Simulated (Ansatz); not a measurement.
# CH3NOSi: taking an electron away

An exercise on one series of results from a longer session: the logs are not shown, and one member is left open.

Computed with Ansatz 0.2.0, Gaussian basis. Level: unrestricted cation, the program's frozen cores in correlated methods.

Plan: UKS PBE-D4/def2-TZVPP; UKS r2SCAN-D4/def2-TZVPP; UKS PBE0-D4/def2-TZVPP; UKS B3LYP-D4/def2-TZVPP; UKS wB97X-V/def2-TZVPP; UKS wB97M-V/def2-TZVPP; UKS B2PLYP/def2-TZVPP; UHF-CCSD(T)/def2-TZVPP; UHF-MP2/def2-QZVPP; extrapolation to the limit; then −ε(HOMO) from the neutral's earlier runs with LDA (SPW92), PBE-D4, revPBE-D4, BLYP-D4, r2SCAN-D4, B97M-V, PBE0-D4, B3LYP-D4, r2SCANh-D4, r2SCAN0-D4, HSE06-D4, BHLYP-D4, CAM-B3LYP-D4, LC-ωPBE, ωB97X-V, ωB97M-V.

### The relaxed structure

An earlier PBE0-D4 in a triple-zeta def2 set relaxation fixed the geometry.

7 atoms, charge 0, spin multiplicity 1.

Atoms are counted from 1 here; the program's logs count them from 0.

Bond lengths: O1–Si2 1.630 Å, O1–H5 0.959 Å, Si2–C3 1.763 Å, Si2–N4 1.764 Å, Si2–H6 1.466 Å, C3–N4 1.292 Å, C3–H7 1.093 Å. Angles: Si2–O1–H5 118.2°, O1–Si2–C3 125.9°, O1–Si2–N4 121.7°, O1–Si2–H6 106.7°, C3–Si2–N4 43.0°, C3–Si2–H6 125.1°, N4–Si2–H6 120.7°, Si2–C3–N4 68.6°, Si2–C3–H7 164.3°, N4–C3–H7 127.0°, Si2–N4–C3 68.4°.

Coordinates:

```
O    -0.95733    1.08963   -1.00472
Si   -0.01121    0.55171    0.20879
C     0.79675   -1.01350    0.27459
N    -0.28743   -1.01186    0.97803
H    -1.31164    0.44707   -1.62231
H     0.35826    1.72469    1.00745
H     1.47391   -1.85573    0.11247
```

Set-up of the first run:

in.yaml

```yaml
crystal:
  periodic: [false, false, false]
  atoms:
    - {symbol: O, position_ang: [-0.957331, 1.089631, -1.004716]}
    - {symbol: Si, position_ang: [-0.011209, 0.551706, 0.208791]}
    - {symbol: C, position_ang: [0.796751, -1.013501, 0.274587]}
    - {symbol: N, position_ang: [-0.287427, -1.011863, 0.978033]}
    - {symbol: H, position_ang: [-1.311645, 0.447071, -1.622313]}
    - {symbol: H, position_ang: [0.358257, 1.724688, 1.007453]}
    - {symbol: H, position_ang: [1.473905, -1.855731, 0.112466]}
basis:
  gaussian: {orbitals: def2-TZVPP}
total_charge: 1
magnetization: {spin_polarized: true, initial_magnetization: 1}
hamiltonian: {xc: pbe, dispersion: d4}
```

On the command line:

```bash
ansatz run in.yaml --threads 2 --pin off --events-out ev --progress --plain --max-ram 4352MiB
```

Among the steps run: Cation, UKS PBE-D4/def2-TZVPP; Cation, UKS r2SCAN-D4/def2-TZVPP; Cation, UKS PBE0-D4/def2-TZVPP; Cation, UKS B3LYP-D4/def2-TZVPP; Cation, UKS wB97X-V/def2-TZVPP; Cation, UKS wB97M-V/def2-TZVPP; Cation, UKS B2PLYP (frozen core)/def2-TZVPP; Cation, UHF-CCSD(T)/def2-TZVPP; Cation, UHF-MP2/def2-QZVPP.

One of the session's tables, all rows but one given; the rest of the session is left out.

It belongs to the step «Ionisation energies side by side». For comparison, −ε(HOMO) of the neutral from earlier runs:

| functional | −ε(HOMO) (eV) |
| --- | --- |
| LDA (SPW92) | 5.42 |
| PBE-D4 | 5.28 |
| revPBE-D4 | 5.22 |
| BLYP-D4 | 5.16 |
| r2SCAN-D4 | 5.49 |
| B97M-V | 5.57 |
| PBE0-D4 | 6.55 |
| B3LYP-D4 | 6.34 |
| r2SCANh-D4 | 5.97 |
| r2SCAN0-D4 | 6.70 |
| HSE06-D4 | 6.15 |
| BHLYP-D4 | 7.76 |
| CAM-B3LYP-D4 | 7.92 |
| LC-ωPBE | 9.23 |
| ωB97X-V | ? |
| ωB97M-V | 8.77 |

**Question.** Estimate the row for ωB97X-V.

As computed: −ε(HOMO) (eV): 8.89. In the column «−ε(HOMO) (eV)» it lies between ωB97M-V (8.77) and LC-ωPBE (9.23).
